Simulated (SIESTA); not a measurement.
# BiTe: relaxation of cell and atoms with PBEsol

BiTe:

```
Bi Te
1.0
     2.42271    1.39875    3.31729
    -2.42271    1.39875    3.31729
     0.00000   -2.79750    3.31729
Bi Te
1 1
Direct
  0.50000 0.50000 0.50000
  0.00000 0.00000 0.00000
```

The cell comes from a database or a generator and needn't be the stable form of this composition.

```json
{
  "Program": "SIESTA 5.4.2",
  "Task": "relaxation of cell and atoms",
  "Functional": "PBEsol",
  "Potentials or basis": "PseudoDojo 0.4 standard (PBEsol files)",
  "Basis": "DZP (energy shift 0.003 Ry; two zetas on semicore shells)",
  "Grid cutoff": "750 Ry",
  "Energy shift": "0.003 Ry",
  "k mesh": "5 × 5 × 5",
  "Occupations": "fermi-dirac, width 0.05 eV",
  "Spin": "no spin polarisation",
  "optimiser": "Broyden",
  "force tolerance": "0.01 eV/Å",
  "stress tolerance (GPa)": "0.05"
}
```

```json
{
 "Relaxed volume": "32.15 Å³/atom",
 "Relaxed cell": "a = 4.212 Å, b = 4.212 Å, c = 4.212 Å, α = 70.54°, β = 70.54°, γ = 70.54°",
 "Space group after relaxing (to 0.05 Å)": "R-3m (No. 166)",
 "Energy gained by relaxing": "13.2 meV/atom",
 "Ionic steps": "19",
 "Pressure after relaxing": "0.0 GPa",
 "Band gap on the k mesh": "none (metal or under the smearing width)"
}
```

Step by step:
| step | energy change (eV) | largest force (eV/Å) | pressure (GPa) | volume (Å³) |
| --- | --- | --- | --- | --- |
| 1 | 0.0000 | 0.0000 | -1.71 | 67.45 |
| 2 | -0.0013 | 0.0000 | -1.63 | 67.33 |
| 3 | -0.0145 | 0.0000 | 0.05 | 65.02 |
| 4 | -0.0126 | 0.0000 | 0.88 | 64.05 |
| 5 | 0.1981 | 0.0000 | 9.84 | 56.76 |
| 6 | 0.0284 | 0.0000 | -2.89 | 69.36 |
| 7 | -0.0118 | 0.0000 | -0.55 | 65.81 |
| 8 | 0.2288 | 0.0000 | -5.90 | 76.49 |
| 9 | 0.1883 | 0.0000 | -5.55 | 75.35 |
| 10 | 0.2321 | 0.0000 | -5.93 | 76.58 |
| 11 | 0.4663 | 0.0000 | -7.28 | 82.13 |
| 12 | 0.7628 | 0.0000 | -8.11 | 87.83 |
| 13 | 0.0025 | 0.0000 | -2.52 | 67.62 |
| 14 | -0.0026 | 0.0000 | 2.80 | 61.32 |
| 15 | 0.0003 | 0.0000 | -2.38 | 67.62 |
| 16 | -0.0161 | 0.0000 | 1.83 | 62.23 |
| 17 | -0.0225 | 0.0000 | -0.92 | 65.49 |
| 18 | -0.0264 | 0.0000 | 0.16 | 64.04 |
| 19 | -0.0263 | 0.0000 | -0.03 | 64.30 |

Final structure:
```
Bi Te
1.0
     2.43183    1.40402    3.13894
    -2.43183    1.40402    3.13894
     0.00000   -2.80804    3.13894
Bi Te
1 1
Direct
  0.50000 0.50000 0.50000
  0.00000 0.00000 0.00000
```

Levels at points of the mesh, in eV from the Fermi level:
```csv
k point,band 13,band 14,band 15,band 16,band 17,band 18
"(0.00, 0.00, 0.00)",-3.08,-3.08,-1.35,2.07,3.05,3.05
```

Run time: 13 min on 1 thread of AMD EPYC 7R43 64-Core Processor (Zen 3), on a shared host, peak memory 0.45 GiB.

Caveat: spin-orbit coupling is left out, which moves the levels of the heavy elements; the basis of atomic orbitals isn't converged, which shifts pressures, moduli and gaps.
